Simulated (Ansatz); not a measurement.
# Si2GeC3: the cost of one run

Computed with Ansatz 0.2.0 (DFT PBE, scalar-relativistic, plane waves, PAW, unless a step's input says otherwise).

## (1) Starting point

Symmetry: P6/mmm, No. 191, hexagonal system. Conventional cell: a = 4.492 Å, b = 4.492 Å, c = 9.022 Å, α = 90.00°, β = 90.00°, γ = 120.00°. Si (site symmetry -6m2) is surrounded by 3 Si at 2.59 Å and 3 Ge at 2.59 Å. Ge (site symmetry 6/mmm) is surrounded by 6 Si at 2.59 Å. Around C (site symmetry -6m2) lie 6 C at 2.59 Å. C (site symmetry 6/mmm) is surrounded by 6 C at 2.59 Å.

Structure file:

```
CELL_PARAMETERS angstrom
4.49237 0.00000 0.00000
-2.24618 3.89050 0.00000
0.00000 0.00000 9.02190
ATOMIC_POSITIONS crystal
Si 0.33333 0.66667 0.50000
Si 0.66667 0.33333 0.50000
Ge 0.00000 0.00000 0.50000
C 0.33333 0.66667 0.00000
C 0.66667 0.33333 0.00000
C 0.00000 0.00000 0.00000
```

The cell is invented: random cell by space group and Wyckoff sites (P6/mmm, No. 191). Its size is a rough estimate.

## (2) The guess as it stands, on a coarse mesh

input.yaml

```yaml
crystal:
  lattice:
    - [4.49236617, 0.0, 0.0]
    - [-2.24618308, 3.89050322, 0.0]
    - [0.0, 0.0, 9.02190183]
  atoms:
    - { symbol: Si, position: [0.33333333, 0.66666667, 0.5] }
    - { symbol: Si, position: [0.66666667, 0.33333333, 0.5] }
    - { symbol: Ge, position: [0.0, 0.0, 0.5] }
    - { symbol: C, position: [0.33333333, 0.66666667, 0.0] }
    - { symbol: C, position: [0.66666667, 0.33333333, 0.0] }
    - { symbol: C, position: [0.0, 0.0, 0.0] }
basis:
  ecutwfc: 420
kpoints:
  mp_grid: { grid: [6, 6, 2] }
hamiltonian:
  xc: pbe
scf:
  occupations: { method: gaussian, width: 0.1 }
  lower_state_search: "off"
output:
  forces: true
  stress: true
  eigenvalues: true
```

Command:

```console
> ansatz run input.yaml --threads 1 --pin off --max-ram 2560MiB --backend cpu --events-out ev --progress --plain --runs-dir out
```

Q: Estimate wall time and peak memory on 1 thread of Arm Neoverse V1, shared host.

About 4 s, with a peak of 0.38 GiB.
